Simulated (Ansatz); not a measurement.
**H₃LiSiTe (SMILES [Li][SiH2][TeH]): single points off equilibrium**

An exercise on one series of results from a longer session: the logs are not shown, and one member is left open.

Method: single points in def2-TZVPP; program: Ansatz 0.2.0, Gaussian basis.

Cores are frozen in the correlated methods. Filled d shells of the heavier atoms are correlated. Core potentials replace the inner electrons past krypton, and spin-orbit coupling is left out. The outer core shell of Li, Na, Mg and K is correlated.

## The starting structure

SMILES `[Li][SiH2][TeH]`, 6 atoms, charge 0, spin multiplicity 1.

Atoms are counted from 1 here; the program's logs count them from 0.

Bond lengths: Li1–Si2 2.312 Å, Li1–Te3 2.749 Å, Si2–Te3 2.577 Å, Si2–H4 1.482 Å, Si2–H5 1.478 Å, Te3–H6 1.704 Å. Angles: Si2–Li1–Te3 60.5°, Li1–Si2–Te3 68.2°, Li1–Si2–H4 129.7°, Li1–Si2–H5 132.4°, Te3–Si2–H4 97.6°, Te3–Si2–H5 97.3°, H4–Si2–H5 96.2°, Li1–Te3–Si2 51.3°, Li1–Te3–H6 57.6°, Si2–Te3–H6 89.6°.

As a file:

```csv
atom,x (Å),y (Å),z (Å)
Li1,-1.7911,0.5978,0.2830
Si2,-0.1127,-0.5810,-0.7833
Te3,0.6733,0.3687,1.4799
H4,0.3401,-1.9767,-0.5774
H5,1.0530,-0.1514,-1.5835
H6,-0.0043,1.8768,1.0691
```

The first run:

run/in.yaml

```yaml
crystal:
  periodic: [false, false, false]
  atoms:
    - {symbol: Li, position_ang: [-1.791100, 0.597800, 0.283000]}
    - {symbol: Si, position_ang: [-0.112700, -0.581000, -0.783300]}
    - {symbol: Te, position_ang: [0.673300, 0.368700, 1.479900]}
    - {symbol: H, position_ang: [0.340100, -1.976700, -0.577400]}
    - {symbol: H, position_ang: [1.053000, -0.151400, -1.583500]}
    - {symbol: H, position_ang: [-0.004300, 1.876800, 1.069100]}
basis:
  gaussian: {orbitals: def2-TZVPP}
correlation: {method: ccsd_t}
output: {forces: true}
```

The command line of these runs was not kept.

Among the steps run: CCSD(T)/def2-TZVPP; PBE0-D4/def2-TZVPP; wB97M-V/def2-TZVPP; r2SCAN-D4/def2-TZVPP; PBE-D4/def2-TZVPP; wB97X-V/def2-TZVPP; r2SCAN0-D4/def2-TZVPP.

One table of the session follows, with a row left open; its other results are not shown here.

```
    method  RMS force component (eV/Å)  angle to CCSD(T) forces (°)  dipole (D)
   CCSD(T)                       0.361                    reference        5.17
   PBE0-D4                       0.307                         11.2        4.96
   wB97M-V                           ?                            ?           ?
 r2SCAN-D4                       0.324                          9.3        5.04
    PBE-D4                       0.329                         30.1        4.82
   wB97X-V                       0.324                          9.0        5.05
r2SCAN0-D4                       0.331                          8.1        5.11
```

Q: Estimate the row for wB97M-V from the others.

**Answer.** RMS force component (eV/Å): 0.328; angle to CCSD(T) forces (°): 6.2; dipole (D): 5.09. In the column «RMS force component (eV/Å)» it lies between wB97X-V (0.324) and PBE-D4 (0.329).
